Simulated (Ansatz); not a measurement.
# Er2AlAs3: the cost of one run

Method: DFT PBE, scalar-relativistic, plane waves, PAW; 4f electrons in the core of a trivalent norm-conserving potential, in Ansatz 0.2.0.

## (1) The structure to begin with

It takes space group P-6m2 (No. 187, hexagonal). Conventional cell: a = 4.305 Å, b = 4.305 Å, c = 9.066 Å, α = 90.00°, β = 90.00°, γ = 120.00°. Er (site symmetry 3m) is surrounded by 3 Al at 3.34 Å and 9 As at 3.34 to 3.39 Å. Al (site symmetry -6m2) is surrounded by 3 As at 2.49 Å. Around As (site symmetry -6m2) lie 3 As at 2.49 Å and 6 Er at 3.39 Å. As (site symmetry -6m2) is surrounded by 3 Al at 2.49 Å and 6 Er at 3.34 Å.

As a file:

```xyz
6
Lattice="4.3049 0.0000 0.0000 -2.1524 3.7281 0.0000 0.0000 0.0000 9.0660" Properties=species:S:1:pos:R:3 pbc="T T T"
Er    0.0000    2.4854    2.2324
Er    0.0000    2.4854    6.8336
Al    2.1524    1.2427    0.0000
As    2.1524    1.2427    4.5330
As    0.0000    0.0000    0.0000
As    0.0000    0.0000    4.5330
```

Recipe of the guess: species swapped into a database cell of La2CuSi3 (P-6m2, No. 187), with Er on the La sites, As on the Si sites and Al on the Cu sites. The dimensions are guesses.

## (2) Probe: one point on a coarse mesh

Input file input.yaml:

```yaml
crystal:
  lattice:
    - [4.30487596, 0.0, 0.0]
    - [-2.15243798, 3.72813194, 0.0]
    - [0.0, 0.0, 9.06599861]
  atoms:
    - { symbol: Er, position: [0.33333333, 0.66666667, 0.24623919] }
    - { symbol: Er, position: [0.33333333, 0.66666667, 0.75376081] }
    - { symbol: Al, position: [0.66666667, 0.33333333, 0.0] }
    - { symbol: As, position: [0.66666667, 0.33333333, 0.5] }
    - { symbol: As, position: [0.0, 0.0, 0.0] }
    - { symbol: As, position: [0.0, 0.0, 0.5] }
basis:
  ecutwfc: 770
kpoints:
  mp_grid: { grid: [6, 6, 2] }
hamiltonian:
  xc: pbe
  pseudopotentials:
    kind: paw
    azcp: { Er: "pseudopotentials/pbe/nc/lanthanide_3plus/Er.nc.azcp" }
scf:
  occupations: { method: gaussian, width: 0.1 }
  lower_state_search: "off"
output:
  forces: true
  stress: true
  eigenvalues: true
```

Command:

```
$ ansatz run input.yaml --threads 1 --pin off --max-ram 2560MiB --backend cpu --events-out ev --progress --plain --runs-dir out
```

What time and memory should one allow on 1 thread of Arm Neoverse V2, shared host?

About 18 s, with a peak of 0.49 GiB.
